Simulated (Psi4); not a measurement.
# One shape, several levels: triplet AlCl2F

Wanted: a comparison of 3 runs (UBLYP/6-311+G**, UPBE/6-311+G**, UTPSS/6-311+G**) of triplet AlCl2F. 

The results are computed with Psi4 1.11.

### 1 The system as given

AlCl2F has 4 atoms, charge 0, and is taken as a triplet. SMILES of the parent species: `[F][Al]([Cl])[Cl]`. Geometry: a GFN2-xTB relaxation, a rough one for these elements and not checked as a minimum. That shape belongs to the parent species and isn't relaxed for this state.

Bond lengths: Al1–Cl2 2.019 Å, Al1–Cl3 2.019 Å, Al1–F4 1.655 Å. Angles: Cl2–Al1–Cl3 127.3°, Cl2–Al1–F4 116.4°, Cl3–Al1–F4 116.4°.

### 2 Energy and forces at UBLYP/6-311+G(d,p) (run 1)

File alcl2f_ase.py:

```python
import numpy as np
from ase.calculators.psi4 import Psi4
from ase import Atoms

atoms = Atoms(['Al', 'Cl', 'Cl', 'F'], positions=[
    [-0.017680, -0.029510, -0.000030],
    [1.994930, -0.186520, 0.014240],
    [-1.111650, 1.666840, -0.016240],
    [-0.865600, -1.450810, 0.002030],
])
calc = Psi4(atoms=atoms, method='blyp', basis='6-311+G**', memory='1600MB', num_threads=1, charge=0, multiplicity=3, label='psi4-calc', reference='uks')
calc.psi4.set_options({'puream': True, 'e_convergence': 1e-09, 'd_convergence': 1e-08, 'scf_type': 'pk', 'dft_radial_points': 99, 'dft_spherical_points': 590, 'maxiter': 200})
atoms.calc = calc

forces = atoms.get_forces()
print(f'energy: {atoms.get_potential_energy():.6f} eV')
print('forces / eV A^-1')
print(np.round(forces, 5))
```

Started as:

```sh
python alcl2f_ase.py
```

psi4-calc.dat:

```text
[...]
  Running in c1 symmetry.
[...]
  Nuclear repulsion =  247.327666045466202
[...]
  Multiplicity = 3
[...]
  Nalpha       = 29
  Nbeta        = 27
[...]
    Number of basis functions: 112
[...]
   @UKS iter   1: -1262.50518490420563    1.06876e-01   6.76240e-03 ADIIS/DIIS
[...]
   @UKS iter  16: -1262.71294533149330   -1.59162e-12   7.61807e-09 DIIS
[...]
   @S^2 Observed:                2.002480823E+00
[...]
    Orbital Energies [Eh]
    ---------------------
    Alpha Occupied:
       1A   -100.816744     2A   -100.816724     3A    -55.469072
       4A    -24.280721     5A     -9.247195     6A     -9.247179
       7A     -7.080262     8A     -7.080242     9A     -7.074040
      10A     -7.074025    11A     -7.070342    12A     -7.070328
      13A     -3.982374    14A     -2.592394    15A     -2.591704
      16A     -2.591071    17A     -1.074343    18A     -0.819816
      19A     -0.811190    20A     -0.456432    21A     -0.410856
      22A     -0.409563    23A     -0.380934    24A     -0.380279
      25A     -0.377228    26A     -0.360637    27A     -0.356120
      28A     -0.348937    29A     -0.102056
    Alpha Virtual:
[...]
  @UKS Final Energy: -1262.71294533149330
   => Energetics <=
    Nuclear Repulsion Energy =            247.3276660454662021
    One-Electron Energy =               -2238.9509106684290600
    Two-Electron Energy =                 814.5643292091522198
    DFT Exchange-Correlation Energy =     -85.6540299176825926
    Empirical Dispersion Energy =           0.0000000000000000
    VV10 Nonlocal Energy =                  0.0000000000000000
    Total Energy =                      -1262.7129453314933016
[...]
 Multipole Moments:
 ------------------------------------------------------------------------------------
     Multipole            Electronic (a.u.)      Nuclear  (a.u.)        Total (a.u.)
 ------------------------------------------------------------------------------------
 L = 1.  Multiply by 2.5417464519 to convert [e a0] to [Debye]
 Dipole X            :         -0.0958077            0.4703374            0.3745298
 Dipole Y            :         -0.1605897            0.7882877            0.6276980
 Dipole Z            :          0.0006603           -0.0010839           -0.0004237
 Magnitude           :                                                    0.7309429
[...]
  -Total Gradient:
     Atom            X                  Y                   Z
    ------   -----------------  -----------------  -----------------
       1        0.015537020239     0.026155188856     0.000001939263
       2       -0.080965860290     0.006046808871    -0.000581929465
       3        0.043813228965    -0.068434073422     0.000642533959
       4        0.021617301298     0.036234967279    -0.000062588945
[...]
```

On the terminal:

```text
energy: -34360.169393 eV
forces / eV A^-1
[[-7.98950e-01 -1.34495e+00 -1.00000e-04]
 [ 4.16343e+00 -3.10940e-01  2.99200e-02]
 [-2.25297e+00  3.51902e+00 -3.30400e-02]
 [-1.11161e+00 -1.86328e+00  3.22000e-03]]
```

Wall time 28 s (1 thread of Intel Xeon Platinum 8375C at 2.90GHz (Ice Lake), shared host); peak memory 0.62 GiB.

### 3 Energy and gradient at UPBE/6-311+G(d,p) (run 2)

File alcl2f.py:

```python
import psi4

psi4.set_memory('1600 MB')
psi4.set_num_threads(1)
psi4.set_output_file('psi4.out', False)

m = psi4.geometry("""
0 3
Al
Cl 1 2.018776
Cl 1 2.018573 2 127.2802
F 1 1.655012 3 116.3624 2 179.98969
symmetry c1
no_reorient
no_com
""")

options = {'basis': '6-311+G**', 'reference': 'uks', 'puream': True, 'e_convergence': 1e-09, 'd_convergence': 1e-08, 'scf_type': 'pk', 'dft_radial_points': 99, 'dft_spherical_points': 590, 'maxiter': 200}
psi4.set_options(options)

e, wfn = psi4.gradient("pbe", molecule=m, return_wfn=True)
print('gradient / Eh bohr^-1')
print(e.np.round(6))
print(f'energy = {wfn.energy():.10f} Eh')
```

Started as:

```sh
python alcl2f.py
```

psi4.out:

```text
[...]
  Running in c1 symmetry.
[...]
  Nuclear repulsion =  247.327656968329194
[...]
  Multiplicity = 3
[...]
  Nalpha       = 29
  Nbeta        = 27
[...]
    Number of basis functions: 112
[...]
   @UKS iter   1: -1261.91545405350416    9.68490e-02   6.42185e-03 DIIS/ADIIS
[...]
   @UKS iter  16: -1262.10873960693243   -2.95586e-12   4.54336e-09 DIIS
[...]
   @S^2 Observed:                2.002862488E+00
[...]
    Orbital Energies [Eh]
    ---------------------
    Alpha Occupied:
       1A   -100.755888     2A   -100.755867     3A    -55.419287
       4A    -24.255989     5A     -9.251253     6A     -9.251236
       7A     -7.076342     8A     -7.076321     9A     -7.070118
      10A     -7.070103    11A     -7.066312    12A     -7.066297
      13A     -3.983736    14A     -2.586773    15A     -2.586315
      16A     -2.585584    17A     -1.082748    18A     -0.825940
      19A     -0.817163    20A     -0.463023    21A     -0.417179
      22A     -0.415091    23A     -0.386519    24A     -0.385303
      25A     -0.383620    26A     -0.366753    27A     -0.361859
      28A     -0.355021    29A     -0.108125
    Alpha Virtual:
[...]
  @UKS Final Energy: -1262.10873960693243
   => Energetics <=
    Nuclear Repulsion Energy =            247.3276569683291939
    One-Electron Energy =               -2238.8877447276672683
    Two-Electron Energy =                 814.4854472347620913
    DFT Exchange-Correlation Energy =     -85.0340990823565335
    Empirical Dispersion Energy =           0.0000000000000000
    VV10 Nonlocal Energy =                  0.0000000000000000
    Total Energy =                      -1262.1087396069324313
[...]
 Multipole Moments:
 ------------------------------------------------------------------------------------
     Multipole            Electronic (a.u.)      Nuclear  (a.u.)        Total (a.u.)
 ------------------------------------------------------------------------------------
 L = 1.  Multiply by 2.5417464519 to convert [e a0] to [Debye]
 Dipole X            :         -0.0005265            0.0000898           -0.0004366
 Dipole Y            :         -0.1802617            0.8224906            0.6422288
 Dipole Z            :         -0.0893064            0.4075843            0.3182779
 Magnitude           :                                                    0.7167698
[...]
  -Total Gradient:
     Atom            X                  Y                   Z
    ------   -----------------  -----------------  -----------------
       1       -0.000037864315     0.025396480403     0.012520687035
       2        0.000010161083    -0.000131557213    -0.077330716327
       3        0.000010162528    -0.061662774057     0.046775541951
       4        0.000017585249     0.036390576995     0.018030844919
[...]
```

Standard output:

```text
gradient / Eh bohr^-1
[[-3.8000e-05  2.5396e-02  1.2521e-02]
 [ 1.0000e-05 -1.3200e-04 -7.7331e-02]
 [ 1.0000e-05 -6.1663e-02  4.6776e-02]
 [ 1.8000e-05  3.6391e-02  1.8031e-02]]
energy = -1262.1087396069 Eh
```

Wall time 33 s (1 thread of Intel Xeon Platinum 8375C at 2.90GHz (Ice Lake), shared host); peak memory 0.61 GiB.

### 4 The energy at UTPSS/6-311+G(d,p) (run 3)

File run.py:

```python
import psi4

psi4.set_memory(1600000000)
psi4.set_num_threads(1)
psi4.core.set_output_file('run.log', False)

molecule = psi4.geometry("""
0 3
Al    -0.017680    -0.029510    -0.000030
Cl     1.994930    -0.186520     0.014240
Cl    -1.111650     1.666840    -0.016240
F     -0.865600    -1.450810     0.002030
symmetry c1
no_reorient
no_com
""")

psi4.set_options({
    'basis': '6-311+G**',
    'reference': 'uks',
    'puream': True,
    'e_convergence': 1e-09,
    'd_convergence': 1e-08,
    'scf_type': 'pk',
    'dft_radial_points': 99,
    'dft_spherical_points': 590,
    'maxiter': 200,
})

energy_value, wavefunction = psi4.energy('tpss', return_wfn=True)
psi4.oeprop(wavefunction, 'WIBERG_LOWDIN_INDICES', 'LOWDIN_CHARGES', 'MULLIKEN_CHARGES')
print(f'tpss energy: {energy_value:.10f} Eh')
for k, v in sorted(psi4.core.scalar_variables().items()):
    print(f'{k:45s} {v:18.10f}')
```

Started as:

```sh
python run.py
```

run.log (excerpt; [...] marks lines left out):

```text
[...]
  Running in c1 symmetry.
[...]
  Nuclear repulsion =  247.327666045466202
[...]
  Multiplicity = 3
[...]
  Nalpha       = 29
  Nbeta        = 27
[...]
    Number of basis functions: 112
[...]
   @UKS iter   1: -1262.58807895816358    7.28070e-02   6.32921e-03 ADIIS/DIIS
[...]
   @UKS iter  16: -1262.77207311888924   -2.27374e-12   4.18828e-09 DIIS
[...]
   @S^2 Observed:                2.004153193E+00
[...]
  @UKS Final Energy: -1262.77207311888924
   => Energetics <=
    Nuclear Repulsion Energy =            247.3276660454662021
    One-Electron Energy =               -2239.1281762541630087
    Two-Electron Energy =                 814.7691207693153501
    DFT Exchange-Correlation Energy =     -85.7406836795078107
    Empirical Dispersion Energy =           0.0000000000000000
    VV10 Nonlocal Energy =                  0.0000000000000000
    Total Energy =                      -1262.7720731188892387
[...]
 Multipole Moments:
 ------------------------------------------------------------------------------------
     Multipole            Electronic (a.u.)      Nuclear  (a.u.)        Total (a.u.)
 ------------------------------------------------------------------------------------
 L = 1.  Multiply by 2.5417464519 to convert [e a0] to [Debye]
 Dipole X            :        -12.8394262           13.2196169            0.3801907
 Dipole Y            :        -21.5190323           22.1561318            0.6370995
 Dipole Z            :          0.0302932           -0.0304624           -0.0001692
 Magnitude           :                                                    0.7419169
[...]
  Mulliken Charges: (a.u.)
   Center  Symbol    Alpha    Beta     Spin     Total
       1    AL     8.42499  6.09866  2.32633 -1.52366
       2    CL     8.04129  8.19075 -0.14945  0.76796
       3    CL     8.04107  8.19092 -0.14985  0.76801
       4     F     4.49265  4.51967 -0.02702 -0.01231
   Total alpha = 29.00000, Total beta = 27.00000, Total charge = -0.00000
  Lowdin Charges: (a.u.)
   Center  Symbol    Alpha    Beta     Spin     Total
       1    AL     6.80979  6.17424  0.63554  0.01597
       2    CL     8.71461  8.13612  0.57849  0.14928
[...]
```

Standard output:

```text
tpss energy: -1262.7720731189 Eh
CURRENT ENERGY                                  -1262.7720731189
CURRENT REFERENCE ENERGY                        -1262.7720731189
DD SOLVATION ENERGY                                 0.0000000000
DFT FUNCTIONAL TOTAL ENERGY                     -1262.7720731189
DFT TOTAL ENERGY                                -1262.7720731189
DFT VV10 ENERGY                                     0.0000000000
DFT XC ENERGY                                     -85.7406836795
GRID ELECTRONS ALPHA                               28.9999997316
GRID ELECTRONS BETA                                26.9999997702
GRID ELECTRONS TOTAL                               55.9999995018
NUCLEAR REPULSION ENERGY                          247.3276660455
ONE-ELECTRON ENERGY                             -2239.1281762542
PCM POLARIZATION ENERGY                             0.0000000000
PE ENERGY                                           0.0000000000
SCF ITERATION ENERGY                            -1262.7720731189
SCF ITERATIONS                                     16.0000000000
SCF TOTAL ENERGY                                -1262.7720731189
TWO-ELECTRON ENERGY                               814.7691207693
XC GRID RADIAL POINTS                              99.0000000000
XC GRID SPHERICAL POINTS                          590.0000000000
XC GRID TOTAL POINTS                           226046.0000000000
```

Run time: 84 s. Hardware: 1 thread of Intel Xeon Platinum 8375C at 2.90GHz (Ice Lake), shared host; peak memory 0.63 GiB.

### 5 The series

| run | level | task | energy (Eh) | dipole moment (D) | HOMO energy (eV) | ⟨S²⟩ | wall time |
| --- | --- | --- | --- | --- | --- | --- | --- |
| 1 | UBLYP/6-311+G** | gradient | -1262.712945 | 1.86 | -2.78 | 2.002 | 28 s |
| 2 | UPBE/6-311+G** | gradient | -1262.108740 | 1.82 | -2.94 | 2.003 | 33 s |
| 3 | UTPSS/6-311+G** | energy | -1262.772073 | 1.89 | -2.88 | 2.004 | 84 s |

### 6 Results

| quantity | value |
| --- | --- |
| run 3: total energy | -1262.77207 Eh |
| run 3: dipole moment | 1.89 D |
| run 3: HOMO energy (highest over α and β) | -2.88 eV |
| run 3: ⟨S²⟩ | 2.004 |

The dipole moment (its size) runs from 1.82 D (UPBE/6-311+G**) to 1.89 D (UTPSS/6-311+G**). Totals of different functionals can't be ranked against each other. All runs together took 2.4 min, the longest 84 s.
